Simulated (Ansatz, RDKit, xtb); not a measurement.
**Isomers of CH8ClNOSi2, a sample narrowed down**

A sample of isomers of CH8ClNOSi2 is drawn. Aim: find which of them has the lowest free energy at 298.15 K, then its properties. The sample is small against all isomers, and the most stable one of this formula need not be in it.

The funnel: GFN2-xTB relaxations, single points with a density functional, relaxations at r2SCAN-D4/def2-SVP, harmonic vibrations (at GFN2-xTB), and a last energy at a higher level. All values are calculated.

### Step 1. Candidates

Isomers were taken from a list of plausible structures; this is a sample, not all of them. That gives 3 candidates.

```csv
label,SMILES,spin
c062,CO[SiH2]N[SiH2]Cl,singlet
c212,CON([SiH3])[SiH2]Cl,singlet
c991,CO[Si@@H](Cl)N[SiH3],singlet
```

Candidates are built by distance geometry, with a force field where one applies, in up to four conformers (letters a to d).

Q: Predict the outcome of this search (final energies at CCSD(T)/def2-SVP + MP2/def2-TZVPP - MP2/def2-SVP).

| quantity | value |
| --- | --- |
| lowest structure found | CO[Si@@H](Cl)N[SiH3], singlet |
| next finalist | CO[SiH2]N[SiH2]Cl, singlet, 2.6 kcal/mol higher in G |
| share at equilibrium, among the finalists | 98.8 % |

`CO[Si@@H](Cl)N[SiH3]` comes out lowest. The margin, 2.6 kcal/mol, is modest. HF/STO-3G, r2SCAN-D4/def2-SVP, r2SCAN-D4/def2-SVP, relaxed, HF/def2-SVP and MP2/def2-SVP already put its bonding pattern lowest among the structures in one piece; GFN2-xTB favours the singlet CO[SiH2]N[SiH2]Cl (c062c, not a finalist). 4 minima inside the window were never screened. The search is not exhaustive (a finite list of starts, one conformer a finalist), so a lower isomer can't be ruled out. Only 3 drawn patterns were tried, so whole families of isomers are missing, and the result ranks this sample alone. The lowest isomer need not be the one that is made and kept in a bottle, which depends on barriers.
